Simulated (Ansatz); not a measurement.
# C2H5NaSi: the cost of one run

All numbers below are computed with Ansatz 0.2.0 (RKS LDA/def2-SVP).

**1. The system as given**

Bond lengths: Na1–C2 2.275 Å, C2–C3 1.334 Å, C3–Si4 1.886 Å, C2–H5 1.098 Å, C3–H6 1.092 Å, Si4–H7 1.471 Å, Si4–H8 1.471 Å, Si4–H9 1.466 Å. Angles: Na1–C2–C3 120.6°, Na1–C2–H5 127.0°, C3–C2–H5 112.4°, C2–C3–Si4 126.2°, C2–C3–H6 119.5°, Si4–C3–H6 114.3°, C3–Si4–H7 110.8°, C3–Si4–H8 110.9°, C3–Si4–H9 110.5°, H7–Si4–H8 107.3°, H7–Si4–H9 108.6°, H8–Si4–H9 108.6°.

Coordinates:

```xyz
9

Na   -1.9910    2.8114    1.0527
C    -0.7572    1.2911   -0.1058
C    -0.2628    0.2120    0.5031
Si    0.7749   -1.1428   -0.3001
H    -0.4937    1.3286   -1.1710
H    -0.4560    0.0592    1.5669
H     2.0887   -1.2515    0.3529
H     0.1145   -2.4516   -0.1759
H     0.9826   -0.8565   -1.7228
```

**2. End point A**

input.yaml reads:

```yaml
crystal:
  periodic: [false, false, false]
  atoms:
    - { symbol: Na, position_ang: [-1.99103, 2.81141, 1.05272] }
    - { symbol: C, position_ang: [-0.75725, 1.2911, -0.10577] }
    - { symbol: C, position_ang: [-0.26281, 0.21197, 0.5031] }
    - { symbol: Si, position_ang: [0.77494, -1.1428, -0.30008] }
    - { symbol: H, position_ang: [-0.49366, 1.32862, -1.17102] }
    - { symbol: H, position_ang: [-0.45598, 0.05925, 1.56687] }
    - { symbol: H, position_ang: [2.08873, -1.25154, 0.3529] }
    - { symbol: H, position_ang: [0.11446, -2.45156, -0.17589] }
    - { symbol: H, position_ang: [0.9826, -0.85645, -1.72284] }
basis:
  gaussian: { orbitals: def2-SVP }
hamiltonian:
  xc: lda
relax:
  f_tol: 0.015
  max_steps: 40
```

Command:

```bash
$ ansatz run input.yaml --threads 1 --pin off --max-ram 2048MiB --backend cpu --events-out ev --progress --plain --runs-dir out
```

**Question.** How long does this run take on 1 thread of Arm Neoverse V1, shared host, and how much memory does it need?

About 20 s, with a peak of 0.12 GiB.
